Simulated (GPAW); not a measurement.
AgAu3:

```
CELL_PARAMETERS angstrom
4.12163 0.00000 0.00000
0.00000 4.12163 0.00000
0.00000 0.00000 4.12163
ATOMIC_POSITIONS crystal
Au 0.00000 0.00000 0.50000
Au 0.00000 0.50000 0.00000
Au 0.50000 0.00000 0.00000
Ag 0.50000 0.50000 0.50000
```

The cell comes from a database or a generator and needn't be the stable form of this composition.

- Program: GPAW 26.7.0
- Task: relaxation of cell and atoms
- Functional: PBEsol
- Dispersion: D4
- Potentials or basis: PAW data sets generated in the run's folder for this functional
- Cutoff: 600 eV
- Basis: pw
- k mesh: 7 × 7 × 7
- Occupations: fermi-dirac, width 0.05 eV
- Spin: no spin polarisation

At the start: pressure -6.9 GPa; volume 17.50 Å³/atom.

**Question.** How do energy, volume and symmetry change on relaxing?

**Answer.** Over 4 steps the energy falls by 18.1 meV/atom and the volume is 16.72 Å³/atom (-4.5 %); space group Pm-3m (No. 221, to 0.05 Å).

The path:
```
step  energy change (eV)  largest force (eV/Å)  pressure (GPa)  volume (Å³)
   1              0.0000                0.0000           -6.93        70.02
   2             -0.0225                0.0000           -5.87        69.45
   3             -0.0719                0.0000            0.75        66.56
   4             -0.0725                0.0000           -0.06        66.87
```

Final structure:
```
Au Ag
1.0
     4.05887    0.00000    0.00000
     0.00000    4.05887    0.00000
     0.00000    0.00000    4.05887
Au Ag
3 1
Direct
  0.00000 0.00000 0.50000
  0.00000 0.50000 0.00000
  0.50000 0.00000 0.00000
  0.50000 0.50000 0.50000
```

Caveat: with this Au data set, volumes or pressures lay over 1.5 % or 2 GPa off other programs in two to four cells of ten; later steps reuse the first step's grids; pairwise dispersion overbinds metals, which lowers pressure and volume.
